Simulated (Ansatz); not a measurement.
**BrClFGa: how energies converge with the basis set**

An exercise on one series of results from a longer session: the logs are not shown, and one member is left open.

Program: Ansatz 0.2.0, Gaussian basis. Level of theory: one geometry, several basis sets. These are calculated values, not measurements.

The runs, in order: PBE0-D4/def2-SVP; ωB97M-V/def2-SVP; PBE0-D4/def2-QZVPP; ωB97M-V/def2-QZVPP; the functionals' def2-TZVPP values are taken from earlier runs.

### Structure used throughout

An earlier PBE0-D4 in a triple-zeta def2 set relaxation fixed the geometry.

SMILES `[F][Ga]([Cl])[Br]`, 4 atoms, charge 0, spin multiplicity 1.

Atoms are counted from 1 here; the program's logs count them from 0.

Bond lengths: F1–Ga2 1.735 Å, Ga2–Cl3 2.107 Å, Ga2–Br4 2.246 Å. Angles: F1–Ga2–Cl3 117.5°, F1–Ga2–Br4 118.6°, Cl3–Ga2–Br4 123.8°.

The first run:

in.yaml reads:

```yaml
crystal:
  periodic: [false, false, false]
  atoms:
    - {symbol: F, position_ang: [-1.168744, -0.639843, 1.230793]}
    - {symbol: Ga, position_ang: [-0.032540, -0.039329, 0.065340]}
    - {symbol: Cl, position_ang: [1.990252, -0.577117, 0.310107]}
    - {symbol: Br, position_ang: [-0.788969, 1.256289, -1.606240]}
basis:
  gaussian: {orbitals: def2-SVP}
hamiltonian: {xc: pbe0, dispersion: d4}
output: {orbitals: {seedname: orbitals}}
```

The run is started by

```sh
ansatz run in.yaml --threads 2 --pin off --events-out ev --progress --plain --max-ram 32768MiB --backend cpu
```

Steps of the session up to this table: PBE0-D4 in def2-SVP; ωB97M-V in def2-SVP; PBE0-D4 in def2-QZVPP; ωB97M-V in def2-QZVPP.

One table of the session follows, with a row left open; its other results are not shown here.

It belongs to the step «Density functionals: the series». 

```
functional       basis  HOMO (eV)  LUMO (eV)
   PBE0-D4    def2-SVP      -9.10      -1.98
   PBE0-D4  def2-TZVPP      -9.20      -2.10
   PBE0-D4  def2-QZVPP      -9.22      -2.17
   ωB97M-V    def2-SVP     -11.28       0.04
   ωB97M-V  def2-TZVPP     -11.43      -0.14
   ωB97M-V  def2-QZVPP          ?          ?
```

**Question.** Estimate the row for ωB97M-V, def2-QZVPP.

**Answer.** HOMO (eV): -11.45; LUMO (eV): -0.32. In the column «HOMO (eV)» it is the lowest.
